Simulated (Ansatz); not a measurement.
# C₂H₆ClF₃MoO₂: a ladder of functionals and wavefunction methods

One table from this session's results is given with a row withheld; the runs are named, their logs left out.

The runs use Ansatz 0.2.0, Gaussian basis; functionals in def2-TZVPP, the program's frozen cores in correlated methods.

The runs, in order: LDA (SPW92), PBE-D4, revPBE-D4, BLYP-D4, r2SCAN-D4, B97M-V, PBE0-D4, B3LYP-D4, r2SCANh-D4, r2SCAN0-D4, HSE06-D4, BHLYP-D4, CAM-B3LYP-D4, LC-ωPBE, ωB97X-V, ωB97M-V, B2PLYP, PBE-QIDH; CCSD(T)/def2-SVP; CCSD(T)/def2-TZVPP; MP2/def2-QZVPP; extrapolation to the limit; RPA on PBE.

### Structure used throughout

An earlier PBE0-D4 in a triple-zeta def2 set relaxation fixed the geometry. Mo takes the def2 core potential; no spin-orbit term is included.

SMILES `C[O][Mo]([F])([F])([F])([Cl])[O]C`, 15 atoms, charge 0, spin multiplicity 1.

Atoms are counted from 1 here; the program's logs count them from 0.

Bond lengths: C1–O2 1.395 Å, C1–H10 1.091 Å, C1–H11 1.095 Å, C1–H12 1.094 Å, O2–Mo3 1.809 Å, Mo3–F4 1.863 Å, Mo3–F5 1.859 Å, Mo3–F6 1.860 Å, Mo3–Cl7 2.316 Å, Mo3–O8 1.821 Å, O8–C9 1.400 Å, C9–H13 1.095 Å, C9–H14 1.094 Å, C9–H15 1.091 Å. Angles: O2–C1–H10 109.0°, O2–C1–H11 108.5°, O2–C1–H12 108.8°, H10–C1–H11 110.5°, H10–C1–H12 110.5°, H11–C1–H12 109.5°, C1–O2–Mo3 140.8°, O2–Mo3–F4 96.9°, O2–Mo3–F5 85.9°, O2–Mo3–F6 169.2°, O2–Mo3–Cl7 88.8°, O2–Mo3–O8 99.2°, F4–Mo3–F5 176.6°, F4–Mo3–F6 92.1°, F4–Mo3–Cl7 86.0°, F4–Mo3–O8 85.2°, F5–Mo3–F6 84.9°, F5–Mo3–Cl7 92.2° and more.

The first run:

File in.yaml:

```yaml
crystal:
  periodic: [false, false, false]
  atoms:
    - {symbol: C, position_ang: [-2.273065, 1.211849, 1.076335]}
    - {symbol: O, position_ang: [-1.051214, 0.927749, 0.465825]}
    - {symbol: Mo, position_ang: [0.262522, -0.315288, 0.471106]}
    - {symbol: F, position_ang: [1.695588, 0.872698, 0.548796]}
    - {symbol: F, position_ang: [-1.109165, -1.570520, 0.454400]}
    - {symbol: F, position_ang: [1.384982, -1.787099, 0.658566]}
    - {symbol: Cl, position_ang: [0.272868, -0.224140, 2.785330]}
    - {symbol: O, position_ang: [0.609957, -0.377059, -1.315505]}
    - {symbol: C, position_ang: [1.765634, -0.602882, -2.072308]}
    - {symbol: H, position_ang: [-2.690996, 2.115989, 0.631301]}
    - {symbol: H, position_ang: [-2.099742, 1.357296, 2.147807]}
    - {symbol: H, position_ang: [-2.948173, 0.363839, 0.927225]}
    - {symbol: H, position_ang: [2.483735, 0.196634, -1.863492]}
    - {symbol: H, position_ang: [2.199279, -1.565906, -1.785717]}
    - {symbol: H, position_ang: [1.497779, -0.603149, -3.129661]}
basis:
  gaussian: {orbitals: def2-TZVPP}
hamiltonian: {xc: lda}
output: {orbitals: {seedname: orbitals}}
```

Started as:

```bash
> ansatz run in.yaml --threads 4 --pin off --events-out ev --progress --plain --max-ram 46080MiB --backend cuda --devices 0, --max-vram 37GiB
```

Among the steps run: LDA; PBE-D4 (GGA); revPBE-D4 (GGA); BLYP-D4 (GGA); r2SCAN-D4 (meta-GGA); B97M-V (meta-GGA); PBE0-D4 (hybrid); B3LYP-D4 (hybrid); r2SCANh-D4 (hybrid); r2SCAN0-D4 (hybrid); HSE06-D4 (hybrid); BHLYP-D4 (hybrid); CAM-B3LYP-D4 (range-separated); LC-ωPBE (range-separated); ωB97X-V (range-separated); ωB97M-V (range-separated); B2PLYP (double hybrid); PBE-QIDH (double hybrid).

One table of the session follows, with a row left open; its other results are not shown here.

It belongs to the step «Orbital energies across the functionals». 

```
  functional  HOMO (eV)  LUMO (eV)  gap (eV)
 LDA (SPW92)      -7.57      -4.68      2.89
      PBE-D4      -7.38      -4.49      2.89
   revPBE-D4      -7.31      -4.42      2.89
     BLYP-D4      -7.24      -4.42      2.82
   r2SCAN-D4      -7.76      -4.62      3.14
      B97M-V      -7.87      -4.66      3.20
     PBE0-D4      -8.86      -4.05      4.81
    B3LYP-D4      -8.59      -4.23      4.35
  r2SCANh-D4      -8.30      -4.43      3.87
  r2SCAN0-D4      -9.12      -4.12      5.00
    HSE06-D4          ?          ?         ?
    BHLYP-D4     -10.21      -3.44      6.77
CAM-B3LYP-D4     -10.23      -3.09      7.14
     LC-ωPBE     -11.60      -2.00      9.60
     ωB97X-V     -11.25      -2.06      9.19
     ωB97M-V     -11.12      -2.07      9.06
```

Q: Estimate the row for HSE06-D4 from the others.

**Answer.** HOMO (eV): -8.46; LUMO (eV): -4.41; gap (eV): 4.04. In the column «HOMO (eV)» it lies between B3LYP-D4 (-8.59) and r2SCANh-D4 (-8.30).
